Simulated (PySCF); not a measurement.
# SiSn: from the state search to spectroscopic constants

An exercise on one series of results from a longer session: the logs are not shown, and one member is left open.

The runs use PySCF 2.14.0; Si def2-SVPD, Sn def2-SVPD with ECP28, scalar-relativistic core potentials.

Set-up of the first run:

The job is set up so:

| Item | Value |
| --- | --- |
| atoms | Si, Sn |
| charge | 0 |
| basis | Si def2-SVPD, Sn def2-SVPD with ECP28 |
| Hamiltonian | scalar-relativistic core potentials |
| basis functions | 56 |
| electrons treated | 36 |
| masses in u | 27.9769, 119.9022 |
| levels | PBE0, PBE, r²SCAN, r²SCANh, TPSS, M06, LC-ωPBE, HF, MP2, SCS-MP2, CCSD, CCSD(T) |
| grid | 80 radial by 434 angular points |
| occupations | held fixed by the projection of orbital angular momentum |
| dissociation limit | Si + Sn, each in its ground configuration |
| starting distance in angstrom | 2.465 |
| values of 2S to try | 0, 2, 4 |

Steps of the session up to this table: Input; The PBE0 curve of the state that the search chose; Other states along the same grid; PBE (GGA); r²SCAN (meta-GGA); r²SCANh (hybrid meta-GGA); TPSS; M06 (hybrid meta-GGA); LC-ωPBE (range-separated hybrid); UHF (mean field); Adding correlation.

One of the session's tables, all rows but one given; the rest of the session is left out.

Energy (eV) from each level's lowest point:

| R (Å) | UHF | UHF-MP2 | UHF-SCS-MP2 | UHF-CCSD | UHF-CCSD(T) |
| --- | --- | --- | --- | --- | --- |
| 2.171 | 0.906 | 1.030 | 1.006 | n/a | n/a |
| 2.272 | 0.364 | 0.465 | 0.446 | 0.474 | 0.509 |
| 2.373 | 0.083 | 0.151 | 0.138 | 0.155 | 0.177 |
| 2.449 | 0.000 | 0.036 | 0.030 | 0.038 | 0.050 |
| 2.525 | 0.000 | 0.000 | 0.000 | 0.000 | 0.000 |
| 2.601 | 0.065 | 0.024 | 0.031 | 0.023 | 0.010 |
| 2.702 | ? | ? | ? | ? | ? |
| 2.828 | 0.517 | 0.323 | 0.358 | 0.329 | 0.271 |
| 2.979 | 0.935 | 0.664 | 0.712 | 0.640 | 0.546 |
| 3.182 | 1.452 | 1.515 | 1.494 | n/a | n/a |

Estimate the missing values for R (Å) = 2.702.

Worked estimate for «UHF». A straight line through the neighbours (2.601, 0.065) and (2.828, 0.517) gives 0.065 + (0.517 − 0.065) × (2.702 − 2.601) / (2.828 − 2.601) = 0.266; a parabola fitted to 4 rows on both sides gives 0.238.

As computed: UHF: 0.228; UHF-MP2: 0.123; UHF-SCS-MP2: 0.142; UHF-CCSD: 0.125; UHF-CCSD(T): 0.093. In «UHF» the line misses by +0.038 and the parabola by +0.010.

State 3 has its PBE0 minimum 0.26 eV higher. The other levels ran on the lowest alone.
